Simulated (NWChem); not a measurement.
# One shape, several levels: CH6ClFSi2 (SMILES C[SiH](F)[SiH2]Cl)

Aim: a comparison of 4 runs (HF/STO-3G, HF/3-21G, B3LYP/6-31G*) of CH6ClFSi2. 

The calculation is run with NWChem 7.3.0.

## 1. The structure to begin with

CH6ClFSi2 has 11 atoms, charge 0, and is taken as a singlet. As SMILES, `C[SiH](F)[SiH2]Cl`. The shape is that of a PBE0-D4/def2-TZVP optimisation. This is one conformer, not always the lowest.

Bond lengths: C1–Si2 1.855 Å, Si2–F3 1.607 Å, Si2–Si4 2.349 Å, Si4–Cl5 2.067 Å, C1–H6 1.094 Å, C1–H7 1.092 Å, C1–H8 1.093 Å, Si2–H9 1.489 Å, Si4–H10 1.485 Å, Si4–H11 1.487 Å. Some angles: C1–Si2–F3 109.3°, C1–Si2–Si4 111.3°, F3–Si2–Si4 108.1°, Si2–Si4–Cl5 108.4°, C1–Si2–H9 111.2°, F3–Si2–H9 107.1°, Si4–Si2–H9 109.7°, Si2–C1–H6 110.1°, Si2–C1–H7 110.8°, Si2–C1–H8 110.7°.

## 2. Energy and forces at HF/STO-3G (run 1)

Input file work.xyz:

```xyz
11
CH6ClFSi2 hf
C     -1.056000    -0.298900     1.330000
Si     0.542100    -0.562200     0.424700
F      1.755500     0.005000     1.313500
Si     0.552200     0.569100    -1.633900
Cl    -0.142300     2.491500    -1.323700
H     -1.883700    -0.738200     0.766200
H     -1.259000     0.766500     1.458400
H     -1.025300    -0.771000     2.314900
H      0.803200    -2.011400     0.202600
H      1.903500     0.663500    -2.241300
H     -0.364800    -0.086800    -2.603300
```

Input file work.nw:

```
START work
TITLE "CH6ClFSi2 hf"
memory total 2200 mb
charge 0

GEOMETRY noautosym nocenter noautoz
 load work.xyz
END

BASIS spherical bse
 * library STO-3G
END

SCF
 thresh 1e-08
 maxiter 80
END

TASK scf gradient
```

Command:

```sh
nwchem work.nw > work.out
```

The log of the run:

```text
[...]
  functions       =    43
[...]
  wavefunction    = RHF
[...]
         Total SCF energy =  -1164.830080814292
      One-electron energy =  -2330.626321763242
      Two-electron energy =    809.389724404975
 Nuclear repulsion energy =    356.406516543974
        Time for solution =      4.9s
[...]
                         RHF ENERGY GRADIENTS
    atom               coordinates                        gradient
                 x          y          z           x          y          z
   1 C      -1.995551  -0.564839   2.513336    0.007883   0.001931  -0.000886
   2 Si      1.024420  -1.062404   0.802567   -0.002300   0.019974   0.036029
   3 F       3.317414   0.009449   2.482155   -0.011148  -0.004479  -0.009331
   4 Si      1.043507   1.075443  -3.087623   -0.011733   0.044853   0.007982
   5 Cl     -0.268908   4.708252  -2.501430    0.004794  -0.014836   0.000490
   6 H      -3.559677  -1.394996   1.447908   -0.005893  -0.004667  -0.007033
   7 H      -2.379165   1.448475   2.755976   -0.000274   0.009203  -0.000482
   8 H      -1.937536  -1.456979   4.374527    0.001915  -0.005052   0.007761
   9 H       1.517828  -3.800995   0.382858    0.007758  -0.030571  -0.003835
  10 H       3.597093   1.253833  -4.235443    0.028505   0.000094  -0.011800
  11 H      -0.689372  -0.164028  -4.919524   -0.019507  -0.016449  -0.018894
[...]
```

It took 7.2 s on 1 thread of Intel Xeon Platinum 8259CL at 2.50GHz (Skylake/Cascade Lake), shared host; peak memory 0.099 GiB.

## 3. Energy and gradient at HF/3-21G (run 2)

Input file mymol.nw:

```
start mymol
title "CH6ClFSi2"
memory total 2200 mb

geometry noautosym nocenter noautoz
C       -1.056000      -0.298900       1.330000
Si       0.542100      -0.562200       0.424700
F        1.755500       0.005000       1.313500
Si       0.552200       0.569100      -1.633900
Cl      -0.142300       2.491500      -1.323700
H       -1.883700      -0.738200       0.766200
H       -1.259000       0.766500       1.458400
H       -1.025300      -0.771000       2.314900
H        0.803200      -2.011400       0.202600
H        1.903500       0.663500      -2.241300
H       -0.364800      -0.086800      -2.603300
end

basis spherical bse
C library 3-21G
Si library 3-21G
F library 3-21G
Cl library 3-21G
H library 3-21G
end

scf
thresh 1e-08
maxiter 80
end

task scf gradient
```

Command:

```sh
nwchem mymol.nw > mymol.out
```

The log of the run:

```text
[...]
  functions       =    69
[...]
  wavefunction    = RHF
[...]
         Total SCF energy =  -1172.236252115939
      One-electron energy =  -2334.379495696735
      Two-electron energy =    805.736727036822
 Nuclear repulsion energy =    356.406516543974
        Time for solution =      5.9s
[...]
                         RHF ENERGY GRADIENTS
    atom               coordinates                        gradient
                 x          y          z           x          y          z
   1 C      -1.995551  -0.564839   2.513336    0.015151  -0.001840  -0.004823
   2 Si      1.024420  -1.062404   0.802567    0.007178   0.015956   0.015012
   3 F       3.317414   0.009449   2.482155   -0.023242  -0.010250  -0.014189
   4 Si      1.043507   1.075443  -3.087623   -0.016451   0.041653   0.012018
   5 Cl     -0.268908   4.708252  -2.501430    0.015908  -0.042587  -0.006216
   6 H      -3.559677  -1.394996   1.447908   -0.002483  -0.002321  -0.003792
   7 H      -2.379165   1.448475   2.755976    0.000564   0.005518  -0.000913
   8 H      -1.937536  -1.456979   4.374527    0.001559  -0.003268   0.004364
   9 H       1.517828  -3.800995   0.382858    0.001092  -0.002361   0.001823
  10 H       3.597093   1.253833  -4.235443    0.001508   0.000355  -0.001064
  11 H      -0.689372  -0.164028  -4.919524   -0.000786  -0.000856  -0.002222
[...]
```

It took 8.7 s on 1 thread of Intel Xeon Platinum 8259CL at 2.50GHz (Skylake/Cascade Lake), shared host; peak memory 0.097 GiB.

Run 3 isn't shown in full; the table further down has it.

## 4. Energy and forces at B3LYP/6-31G(d) (Cartesian functions) (run 4)

Input file mol.nw:

```
start mol
title "CH6ClFSi2 gradient"
memory total 2200 mb

geometry units angstrom noautosym nocenter noautoz
  C     -1.056000    -0.298900     1.330000
  Si     0.542100    -0.562200     0.424700
  F      1.755500     0.005000     1.313500
  Si     0.552200     0.569100    -1.633900
  Cl    -0.142300     2.491500    -1.323700
  H     -1.883700    -0.738200     0.766200
  H     -1.259000     0.766500     1.458400
  H     -1.025300    -0.771000     2.314900
  H      0.803200    -2.011400     0.202600
  H      1.903500     0.663500    -2.241300
  H     -0.364800    -0.086800    -2.603300
end

basis
  * library 6-31G*
end

dft
  xc b3lyp
  grid fine
  convergence energy 1e-08
  iterations 100
  mulliken
  print medium
end

task dft gradient
```

Command:

```sh
nwchem mol.nw > mol.out
```

The log of the run:

```text
[...]
          Wavefunction type:  closed shell.
          No. of atoms     :    11
          No. of electrons :    66
[...]
          Charge           :     0
          Spin multiplicity:     1
[...]
          AO basis - number of functions:    99
[...]
              XC Information
              --------------
                         B3LYP Method XC Potential
                     Hartree-Fock (Exact) Exchange  0.200
                        Slater Exchange Functional  0.800 local
                    Becke 1988 Exchange Functional  0.720 non-local
              Lee-Yang-Parr Correlation Functional  0.810
                  VWN I RPA Correlation Functional  0.190 local
[...]
 d= 0,ls=0.0,diis     1  -1180.7750468351 -1.54D+03  1.59D-02  8.53D-01     5.4
[...]
 d= 0,ls=0.0,diis    10  -1180.8569561259 -6.49D-10  1.75D-07  3.13D-10    43.5
         Total DFT energy =    -1180.856956125884
      One electron energy =    -2342.706461037980
           Coulomb energy =      893.817976014526
    Exchange-Corr. energy =      -88.374987646405
 Nuclear repulsion energy =      356.406516543974
[...]
  wavefunction    = closed shell
                         DFT ENERGY GRADIENTS
    atom               coordinates                        gradient
                 x          y          z           x          y          z
   1 C      -1.995551  -0.564839   2.513336    0.002777   0.000107  -0.000711
   2 Si      1.024420  -1.062404   0.802567    0.002279   0.004051   0.007487
   3 F       3.317414   0.009449   2.482155   -0.009619  -0.004066  -0.006616
   4 Si      1.043507   1.075443  -3.087623   -0.002773   0.008523   0.000371
   5 Cl     -0.268908   4.708252  -2.501430    0.003307  -0.009788  -0.000392
   6 H      -3.559677  -1.394996   1.447908    0.002415   0.000679   0.000394
   7 H      -2.379165   1.448475   2.755976    0.001018  -0.001603  -0.000877
   8 H      -1.937536  -1.456979   4.374527    0.000647   0.000531  -0.002064
   9 H       1.517828  -3.800995   0.382858    0.000226   0.001295   0.000842
  10 H       3.597093   1.253833  -4.235443   -0.000357   0.000053   0.000716
  11 H      -0.689372  -0.164028  -4.919524    0.000080   0.000219   0.000850
[...]
```

Wall time 59 s (1 thread of Intel Xeon Platinum 8259CL at 2.50GHz (Skylake/Cascade Lake), shared host); peak memory 0.13 GiB.

## 5. The series

```csv
run,level,iteration cap,module,energy (Eh),dipole moment (D),HOMO energy (eV),LUMO energy (eV),wall time
1,HF/STO-3G,80,scf,-1164.830081,3.29,-8.53,8.98,7.2 s
2,HF/3-21G,80,scf,-1172.236252,3.44,-10.98,2.50,8.7 s
3,B3LYP/6-31G* (spherical functions),100,dft,-1180.848327,2.27,-7.69,-0.65,57 s
4,B3LYP/6-31G* (Cartesian functions),100,dft,-1180.856956,2.27,-7.69,-0.66,59 s
```

## 6. Results

| quantity | value |
| --- | --- |
| run 4: total energy | -1180.85696 Eh |
| run 4: dipole moment | 2.27 D |
| run 4: HOMO energy | -7.69 eV |
| run 4: LUMO energy | -0.66 eV |
| run 4: HOMO–LUMO gap | 7.03 eV |
| run 4: largest force on an atom | 0.636 eV/Å |

**Reading.** The dipole moment (its size) runs from 2.27 D (B3LYP/6-31G*) to 3.44 D (HF/3-21G). The two ends differ in method and basis. The HOMO–LUMO gap runs from 7.03 eV (B3LYP/6-31G*) to 17.51 eV (HF/STO-3G). In run 1 the basis is minimal, so the values are rough. All runs together took 2.2 min, the longest 59 s.
